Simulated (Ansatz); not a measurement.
# CH₃Cl₃SeTi: taking an electron away

An exercise on one series of results from a longer session: the logs are not shown, and one member is left open.

The runs use Ansatz 0.2.0, Gaussian basis; unrestricted cation, the program's frozen cores in correlated methods.

Plan: UKS PBE-D4/def2-TZVPP; UKS r2SCAN-D4/def2-TZVPP; UKS PBE0-D4/def2-TZVPP; UKS B3LYP-D4/def2-TZVPP; UKS wB97X-V/def2-TZVPP; UKS wB97M-V/def2-TZVPP; UKS B2PLYP/def2-TZVPP; UHF-CCSD(T)/def2-TZVPP; UHF-MP2/def2-QZVPP; extrapolation to the limit; then −ε(HOMO) from the neutral's earlier runs with LDA (SPW92), PBE-D4, revPBE-D4, BLYP-D4, r2SCAN-D4, B97M-V, PBE0-D4, B3LYP-D4, r2SCANh-D4, r2SCAN0-D4, HSE06-D4, BHLYP-D4, CAM-B3LYP-D4, LC-ωPBE, ωB97X-V, ωB97M-V.

## The relaxed structure

All runs share one geometry, relaxed beforehand with PBE0-D4 in a triple-zeta def2 set.

9 atoms, charge 0, spin multiplicity 1.

Atoms are counted from 1 here; the program's logs count them from 0.

Bond lengths: C1–Se2 1.964 Å, C1–H7 1.088 Å, C1–H8 1.088 Å, C1–H9 1.088 Å, Se2–Ti3 2.369 Å, Ti3–Cl4 2.181 Å, Ti3–Cl5 2.166 Å, Ti3–Cl6 2.181 Å. Angles: Se2–C1–H7 109.7°, Se2–C1–H8 109.7°, Se2–C1–H9 106.2°, H7–C1–H8 110.9°, H7–C1–H9 110.1°, H8–C1–H9 110.1°, C1–Se2–Ti3 96.3°, Se2–Ti3–Cl4 107.5°, Se2–Ti3–Cl5 104.2°, Se2–Ti3–Cl6 107.5°, Cl4–Ti3–Cl5 113.8°, Cl4–Ti3–Cl6 109.4°, Cl5–Ti3–Cl6 113.8°.

The first run:

in.yaml reads:

```yaml
crystal:
  periodic: [false, false, false]
  atoms:
    - {symbol: C, position_ang: [-0.061442, -1.427745, 0.862380]}
    - {symbol: Se, position_ang: [1.428263, -0.524706, -0.043740]}
    - {symbol: Ti, position_ang: [0.170337, 1.321603, -0.831238]}
    - {symbol: Cl, position_ang: [-1.432089, 0.537274, -2.085105]}
    - {symbol: Cl, position_ang: [1.612065, 2.528211, -1.907308]}
    - {symbol: Cl, position_ang: [-0.690406, 2.318600, 0.906690]}
    - {symbol: H, position_ang: [-0.463042, -0.782817, 1.640810]}
    - {symbol: H, position_ang: [-0.830335, -1.684996, 0.137272]}
    - {symbol: H, position_ang: [0.355149, -2.331624, 1.303140]}
basis:
  gaussian: {orbitals: def2-TZVPP}
total_charge: 1
magnetization: {spin_polarized: true, initial_magnetization: 1}
hamiltonian: {xc: pbe, dispersion: d4}
```

Started as:

```bash
$ ansatz run in.yaml --threads 2 --pin off --events-out ev --progress --plain --max-ram 32768MiB --backend cuda --devices 0, --max-vram 18GiB
```

Among the steps run: Cation, UKS PBE-D4/def2-TZVPP; Cation, UKS r2SCAN-D4/def2-TZVPP; Cation, UKS PBE0-D4/def2-TZVPP; Cation, UKS B3LYP-D4/def2-TZVPP; Cation, UKS wB97X-V/def2-TZVPP; Cation, UKS wB97M-V/def2-TZVPP; Cation, UKS B2PLYP (frozen core)/def2-TZVPP; Cation, UHF-CCSD(T)/def2-TZVPP; Cation, UHF-MP2/def2-QZVPP.

One table of the session follows, with a row left open; its other results are not shown here.

Orbital estimates, from the neutral's runs:

```
  functional  −ε(HOMO) (eV)
 LDA (SPW92)           6.50
      PBE-D4           6.35
   revPBE-D4              ?
     BLYP-D4           6.18
   r2SCAN-D4           6.62
      B97M-V           6.66
     PBE0-D4           7.44
    B3LYP-D4           7.22
  r2SCANh-D4           7.02
  r2SCAN0-D4           7.62
    HSE06-D4           7.05
    BHLYP-D4           8.38
CAM-B3LYP-D4           8.66
     LC-ωPBE           9.97
     ωB97X-V           9.64
     ωB97M-V           9.49
```

Q: Estimate the row for revPBE-D4 from the others.

The run gave: −ε(HOMO) (eV): 6.29. In the column «−ε(HOMO) (eV)» it lies between BLYP-D4 (6.18) and PBE-D4 (6.35).
